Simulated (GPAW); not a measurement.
CsLiCr2Te2S3:

```
CELL_PARAMETERS angstrom
3.31929 1.91639 6.87982
-3.31929 1.91639 6.87982
0.00000 -3.83279 6.87982
ATOMIC_POSITIONS crystal
Cs 0.00000 0.00000 0.00000
Li 0.50000 0.50000 0.50000
Cr 0.79848 0.79848 0.79848
Cr 0.20152 0.20152 0.20152
Te 0.67990 0.67990 0.67990
Te 0.32010 0.32010 0.32010
S 0.13626 0.86374 0.50000
S 0.50000 0.13626 0.86374
S 0.86374 0.50000 0.13626
```

The cell was built by a generator and needn't be a form met in nature.

Base run:

* Program: GPAW 26.7.0
* Functional: RPBE
* Potentials or basis: the program's PAW data sets (release 1.2.1) made for this functional
* Cutoff: 800 eV
* Basis: pw
* k mesh: 4 × 4 × 4
* Occupations: fermi-dirac, width 0.05 eV
* Spin: collinear spin, ferromagnetic start
* Starting moments: [0.0, 0.0, 3.0, 3.0, 0.0, 0.0, 0.0, 0.0, 0.0] μB

Its results: pressure 2.1 GPa; net moment 4.00 μB per cell; site moments Cs -0.01; Li +0.00; Cr +2.30; Te -0.22; S -0.08 μB; largest force 0.199 eV/Å.

The run is repeated on the same cell with these changes: functional from RPBE to SCAN; potentials or basis from the program's PAW data sets (release 1.2.1) made for this functional to GPAW PAW data sets (gpaw-data 1.2.1). What comes out?

Pressure -0.2 GPa; net moment 4.00 μB per cell; site moments Cs -0.01; Li +0.01; Cr +2.60; Te -0.35; S -0.11 μB; largest force 0.130 eV/Å.

Caveats: only a ferromagnetic start was run, and an antiferromagnetic order may lie lower in energy; the PAW data sets were made with another functional, which shifts forces and pressure a little (some runs).
